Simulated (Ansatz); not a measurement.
Crystal: NiPt3.

```
Pt Ni
1.0
     3.85504    0.00000    0.00000
     0.00000    3.85504    0.00000
     0.00000    0.00000    3.85504
Pt Ni
3 1
Direct
  0.50000 0.50000 0.00000
  0.50000 0.00000 0.50000
  0.00000 0.50000 0.50000
  0.00000 0.00000 0.00000
```

The cell comes from a database or a generator and needn't be the stable form of this composition.

- Program: Ansatz 0.2.0
- Task: single point
- Functional: PBEsol
- Potentials or basis: all-electron LAPW, scalar-relativistic
- Cutoff: 281 eV (chosen from the basis error)
- Basis error allowed: 0.001 eV/atom
- k mesh: 7 × 7 × 7
- Occupations: fermi-dirac, width 0.05 eV
- Spin: collinear spin, ferromagnetic start
- Starting moments: [0.0, 0.0, 0.0, 1.0] μB

On this cell: pressure -6.2 GPa; largest force zero by symmetry; net moment 0.90 μB per cell; site moments Pt +0.10; Ni +0.62 μB; band gap on the k mesh none (metal or under the smearing width).

The same run follows on a disturbed copy (atoms moved at random, drawn with an rms of 0.05 Å):

```
Pt Ni
1.0
     3.85504    0.00000    0.00000
     0.00000    3.85504    0.00000
     0.00000    0.00000    3.85504
Pt Ni
3 1
Direct
  0.51900 0.50665 0.00298
  0.50114 0.99874 0.49690
  0.98661 0.49906 0.49058
  0.00189 0.00760 0.99390
```

Problem. What does the disturbed cell give?

Solution. The energy (extrapolated to zero smearing) moves by +24.8 meV/atom; pressure -5.1 GPa; largest force 1.542 eV/Å; net moment 0.89 μB per cell; site moments Pt +0.10; Ni +0.62 μB; band gap on the k mesh none (metal or under the smearing width).

Forces in eV/Å, atoms in the order of the input:
```
Pt  -1.200 -0.212 -0.608
Pt  -0.469  0.252  0.159
Pt   1.474  0.076  0.449
Ni   0.195 -0.117  0.001
```

Stress tensor (GPa, compression positive):
```
-4.98 -0.11  0.74
-0.11 -5.66  0.09
 0.74  0.09 -4.57
```
